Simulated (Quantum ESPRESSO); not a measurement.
TaAs under changes of volume

One of the cells (17.396 Å³/atom); the others are scaled copies at fixed shape and fractional positions:

```
CELL_PARAMETERS angstrom
-1.72181 1.72181 5.86794
1.72181 -1.72181 5.86794
1.72181 1.72181 -5.86794
ATOMIC_POSITIONS crystal
Ta 0.49997 0.49997 0.00000
Ta 0.24997 0.74997 0.50000
As 0.08263 0.08263 0.00000
As 0.83263 0.33263 0.50000
```

The cell is a database's computed one.

| Item | Value |
| --- | --- |
| Program | Quantum ESPRESSO 7.5 |
| Functional | LDA |
| Potentials or basis | GBRV 1.5 LDA |
| Cutoff | 762 eV |
| Density cutoff | 6095 eV |
| k mesh | 9 × 9 × 9 |
| Occupations | fermi-dirac, width 0.05 eV |
| Spin | no spin polarisation |

```tsv
volume (Å³/atom)	energy over the lowest point (meV/atom)	pressure (GPa)
16.353	7.14	5.5
16.700	0.00	1.0
17.048	?	?
17.396	12.78	-6.7
17.744	30.80	-10.0
18.092	55.49	-12.9
18.440	86.13	-15.4
```

Problem. What does the run at 17.048 Å³/atom give?

Solution. Energy over the lowest point 2.21 meV/atom; pressure -3.1 GPa.

Worked out: A Birch-Murnaghan fit of order 3 (a polynomial in V^(-2/3)) to the other rows has its minimum at 16.79 Å³/atom with B0 = V·E''(V) = 202 GPa and B' = 4.5 at fixed shape and positions, which overstates the stiffness. It gives 2.21 meV/atom at 17.048 Å³/atom, against the run's 2.21, and -dE/dV = -3.0 GPa, against -3.1.

Energies are extrapolated to zero smearing.
